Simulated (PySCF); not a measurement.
# Cl5Co ([CoCl5]2-): the cost of one run

Programs: PySCF 2.14.0, with routines of our own; each step states its level. All values are computed. Atoms count from 0.

## 1. The system as given

6 atoms, charge -2, states of the metal's open shell are computed; geometry from: model start, shaken.

## 2. Optimising the geometry at PBE0-D3(BJ)/def2-TZVP

Job settings and geometry (Å):

```
{"job": {"xc": "PBE0", "basis": "def2-TZVP", "d3": "d3bj", "grid": 1, "maxiter": 45, "solvent": "water", "kind": "geom"}, "charge": -2, "metal": "Co", "open_shell": "d6"}
Co     0.000020     0.004480    -0.004110
Cl    -0.013360    -0.006820     2.245130
Cl     0.000900     0.020100    -2.267380
Cl     2.250690     0.007350     0.005350
Cl    -1.128420     1.943260    -0.000440
Cl    -1.119570    -1.977380    -0.006860
```

The run is started by

```bash
> OMP_NUM_THREADS=1 python lf_run.py task.json out
```

One launch serves the whole session: the jobs run in the order shown.

**Question.** How long does this first job take on 1 thread of Arm Neoverse V2, shared host, and how much memory does it need?

About 20 min, with a peak of 1.4 GiB.
